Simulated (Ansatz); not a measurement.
# GeH6OS: the cost of one run

All numbers below are computed with Ansatz 0.2.0 (RKS PBE-D4/def2-SVP).

## Step 1: Starting point

Bond lengths: Ge1–O3 1.770 Å, O3–H4 1.010 Å, Ge1–H5 1.549 Å, Ge1–H6 1.549 Å, Ge1–S7 2.550 Å, S7–H8 1.400 Å. Angles: Ge1–O3–H4 109.5°, O3–Ge1–H5 109.5°, O3–Ge1–H6 109.5°, O3–Ge1–S7 67.1°, H5–Ge1–H6 109.5°, H5–Ge1–S7 72.9°, H6–Ge1–S7 176.5°, Ge1–S7–H8 109.5°.

Structure file:

```xyz
9

Ge    0.0000    0.0000    0.0000
H     0.0000    0.0000    1.9000
O     1.6691    0.0000   -0.5894
H     1.9855   -0.9521   -0.7061
H    -0.7300    1.2648   -0.5162
H    -0.7300   -1.2648   -0.5162
S     1.3373    2.0168    0.8041
H     2.4142    1.5819    1.5858
H     0.5398    0.8140    1.9513
```

## Step 2: A restrained relaxation towards end A

Springs on the bonds that form and break draw the guess towards this end; the thresholds are loose.

input.yaml reads:

```yaml
crystal:
  periodic: [false, false, false]
  atoms:
    - { symbol: Ge, position_ang: [0.0, 0.0, 0.0] }
    - { symbol: H, position_ang: [0.0, 0.0, 1.9] }
    - { symbol: O, position_ang: [1.6691, 0.0, -0.5894] }
    - { symbol: H, position_ang: [1.9855, -0.9521, -0.7061] }
    - { symbol: H, position_ang: [-0.73, 1.2648, -0.5162] }
    - { symbol: H, position_ang: [-0.73, -1.2648, -0.5162] }
    - { symbol: S, position_ang: [1.3373, 2.0168, 0.8041] }
    - { symbol: H, position_ang: [2.4142, 1.5819, 1.5858] }
    - { symbol: H, position_ang: [0.5398, 0.814, 1.9513] }
basis:
  gaussian: { orbitals: def2-SVP }
hamiltonian:
  xc: pbe
  dispersion: d4
relax:
  f_tol: 0.15
  max_steps: 25
  restrain:
    - { distance: [0, 6], at: 3.45, k: 30.0 }
    - { distance: [8, 1], at: 1.86, k: 30.0 }
    - { distance: [0, 1], at: 1.55, k: 30.0 }
    - { distance: [8, 6], at: 1.4, k: 30.0 }
output:
  orbitals: {}
```

The run is started by

```console
$ ansatz run input.yaml --threads 2 --pin off --max-ram 3072MiB --backend cpu --events-out ev --progress --plain --runs-dir out
```

Q: Estimate wall time and peak memory on 2 threads of Arm Neoverse V2, shared host.

About 13 s, with a peak of 0.13 GiB.
